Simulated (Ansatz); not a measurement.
# TaS(OSiH3)3 (H9O3SSi3Ta): inputs that go wrong

1 input was typed for TaS(OSiH3)3 (H9O3SSi3Ta). Each is run as it stands; the log then has to tell whether the result can be used.

Program: Ansatz 0.2.0, Gaussian basis. Level of theory: the settings change from run to run. These are calculated values, not measurements.

2 further runs of the same task are left out: 2 set aside as unsound or not needed.

**1. The geometry**

An earlier r2SCAN-D4/def2-SVP relaxation fixed the geometry. Ta takes a core potential in def2 sets; no spin-orbit term is included.

17 atoms, charge 0, spin multiplicity 1.

Atoms are counted from 1 here; the program's logs count them from 0.

Bond lengths: Ta1–S2 2.186 Å, Ta1–O3 1.899 Å, Ta1–O8 1.899 Å, Ta1–O13 1.899 Å, O3–Si4 1.679 Å, Si4–H5 1.490 Å, Si4–H6 1.490 Å, Si4–H7 1.490 Å, O8–Si9 1.679 Å, Si9–H10 1.490 Å, Si9–H11 1.490 Å, Si9–H12 1.490 Å, O13–Si14 1.679 Å, Si14–H15 1.490 Å, Si14–H16 1.490 Å, Si14–H17 1.490 Å. Angles: S2–Ta1–O3 108.4°, S2–Ta1–O8 108.3°, S2–Ta1–O13 108.3°, O3–Ta1–O8 110.6°, O3–Ta1–O13 110.6°, O8–Ta1–O13 110.5°, Ta1–O3–Si4 158.3°, O3–Si4–H5 109.5°, O3–Si4–H6 108.4°, O3–Si4–H7 108.5°, H5–Si4–H6 110.3°, H5–Si4–H7 110.3°, H6–Si4–H7 109.8°, Ta1–O8–Si9 157.8°, O8–Si9–H10 109.5°, O8–Si9–H11 108.4°, O8–Si9–H12 108.5°, H10–Si9–H11 110.3° and more.

**2. Attempt 1**

in.yaml

```yaml
crystal:
  periodic: [false, false, false]
  atoms:
    - {symbol: Ta, position_ang: [-0.005543, -0.006693, 0.311102]}
    - {symbol: S, position_ang: [-0.069910, -0.048751, 2.495558]}
    - {symbol: O, position_ang: [1.651946, -0.742020, -0.254600]}
    - {symbol: Si, position_ang: [3.168225, -1.450958, -0.127188]}
    - {symbol: H, position_ang: [3.564138, -1.523482, 1.306996]}
    - {symbol: H, position_ang: [4.141572, -0.620070, -0.889721]}
    - {symbol: H, position_ang: [3.102498, -2.818362, -0.715213]}
    - {symbol: Xx, position_ang: [-0.163343, 1.799124, -0.256534]}
    - {symbol: Si, position_ang: [-0.323560, 3.464277, -0.114614]}
    - {symbol: H, position_ang: [-0.502990, 3.825651, 1.319267]}
    - {symbol: H, position_ang: [-1.510236, 3.892270, -0.906901]}
    - {symbol: H, position_ang: [0.905539, 4.105955, -0.659851]}
    - {symbol: O, position_ang: [-1.455290, -1.041158, -0.349258]}
    - {symbol: Si, position_ang: [-2.830487, -2.002710, -0.295003]}
    - {symbol: H, position_ang: [-3.179888, -2.290340, 1.124132]}
    - {symbol: H, position_ang: [-2.548707, -3.270350, -1.025101]}
    - {symbol: H, position_ang: [-3.943955, -1.272383, -0.963071]}
basis:
  gaussian: {orbitals: def2-mTZVP}
hamiltonian: {xc: {name: BLYP}}
```

Command:

```
$ ansatz run in.yaml --threads 2 --pin off --events-out ev --progress --plain --max-ram 32768MiB --backend cpu
```

**Question.** What will the summary of the whole plan be?

As calculated:

| attempt | level | ended | cause | time |
| --- | --- | --- | --- | --- |
| 1 | BLYP/def2-mTZVP | refused | an element symbol is wrong | 0.05 s |

1 refused. A refusal costs next to no computing time.
